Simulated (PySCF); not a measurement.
NCBClH, in a box:

```
N C B Cl H
1.0
    12.00000    0.00000    0.00000
     0.00000   12.00000    0.00000
     0.00000    0.00000   12.00000
N C B Cl H
1 1 1 1 1
Direct
  0.61140 0.37906 0.60260
  0.56642 0.44407 0.54810
  0.50892 0.53246 0.47664
  0.39076 0.49708 0.40307
  0.54484 0.62444 0.47157
```

Program: PySCF 2.14.0. Alike in all runs: task atomic charges; potentials or basis cc-pvdz (all-electron); no spin polarisation; cell as given; k mesh 1 × 1 × 1; smearing fixed.

Q: Order these runs on this cell by their band gap on the k mesh, lowest first.
A. level PBE50; exxdiv ewald
B. level revPBE+D3(BJ); three-body dispersion term no
C. level revTPSS+D3(BJ); three-body dispersion term no

A: B (4.17 eV), C (4.49 eV), A (8.96 eV).

Caveats: this is a molecule in a periodic box at the Γ point, so its band gap is the HOMO-LUMO gap; the basis of atomic orbitals isn't converged, which shifts pressures, moduli and gaps.

A k mesh can miss the band edges.

Not every run made on this cell is shown here.
